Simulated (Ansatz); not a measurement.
**Zr (sc type): how the settings move a single-point run**

How sensitive is a single-point run of Zr (sc type) to its settings? A reference run comes first, then one run with altered input.

Program: Ansatz 0.2.0. Level of theory: reference: DFT, PBEsol, PAW with Ansatz's default frozen-core files, scalar-relativistic. These are calculated values, not measurements.

## Step 1: The structure to begin with

The structure is cubic, space group Pm-3m (No. 221). Conventional cell: a = 2.710 Å, b = 2.710 Å, c = 2.710 Å, α = 90.00°, β = 90.00°, γ = 90.00°. Zr (site symmetry m-3m) has 6 Zr at 2.71 Å in its first shell of neighbours.

Coordinates:

```
CELL_PARAMETERS angstrom
2.71023 0.00000 0.00000
0.00000 2.71023 0.00000
0.00000 0.00000 2.71023
ATOMIC_POSITIONS crystal
Zr 0.00000 0.00000 0.00000
```

## Step 2: Baseline

input.yaml

```yaml
crystal:
  lattice:
    - [2.7102287698, 0.0, 0.0]
    - [0.0, 2.7102287698, 0.0]
    - [0.0, 0.0, 2.7102287698]
  atoms:
    - { symbol: Zr, position: [0.0, 0.0, 0.0] }
kpoints:
  mp_grid: { grid: [13, 13, 13] }
scf:
  occupations: { method: fermi_dirac, width: 0.1 }
hamiltonian:
  xc: pbesol
  pseudopotentials: { kind: paw }
output:
  forces: true
  stress: true
  eigenvalues: true
  populations: true
  write_density: true
  write_potential: true
  elf: true
  volumetric_format: npy
```

Command:

```
$ ansatz run input.yaml --threads 1 --pin off --max-ram 2048MiB --backend cpu --events-out ev --progress --plain --runs-dir out
```

## Step 3: Changed: mixing.algorithm anderson, mixing.beta 0.2, mixing.ndim 2, chi_scale 0.1, ecutrho_ratio 6

Changes to input.yaml since step 2:

```diff
@@ -11,2 +11,4 @@
   occupations: { method: fermi_dirac, width: 0.1 }
+  mixing: { algorithm: anderson, beta: 0.2, ndim: 2 }
+  initial_density: { chi_scale: 0.1 }
 hamiltonian:
@@ -23 +25,3 @@
   volumetric_format: npy
+basis:
+  ecutrho_ratio: 6
```

What does the calculation give? Wanted: for each run, ending; energy change; pressure; gap; force.

**Answer**, as computed:

```tsv
run	ending	energy change	pressure (GPa)	gap (eV)	force (eV/Å)	cycles	time
reference	converged	0	17.1	0.00	0.00	6	1.8 s
1: mixing.algorithm anderson, mixing.beta 0.2, mixing.ndim 2, chi_scale 0.1, ecutrho_ratio 6	converged	0.0 meV/atom	17.1	0.00	0.00	12	2.3 s
```

Residual by cycle in the longest SCF loop of each run; runs are numbered as in the table. The quantity is the density residual dr2, in eV.

```tsv
cycle	reference	run 1
1	0.0136	0.0962
2	0.00529	0.0645
3	1.6e-5	0.00163
4	1.2e-6	0.00117
5	4.4e-9	4.3e-5
6	8.0e-11	3.0e-5
7	-	4.4e-6
8	-	2.9e-6
9	-	7.3e-7
10	-	5.2e-7
11	-	1.2e-7
12	-	8.1e-8
```

Changing the mixing, start and numerical grids hardly moves the energy: 0.0 meV/atom. The structure is not at rest: the sound run finds 17 GPa, so these are no properties of the relaxed crystal. 
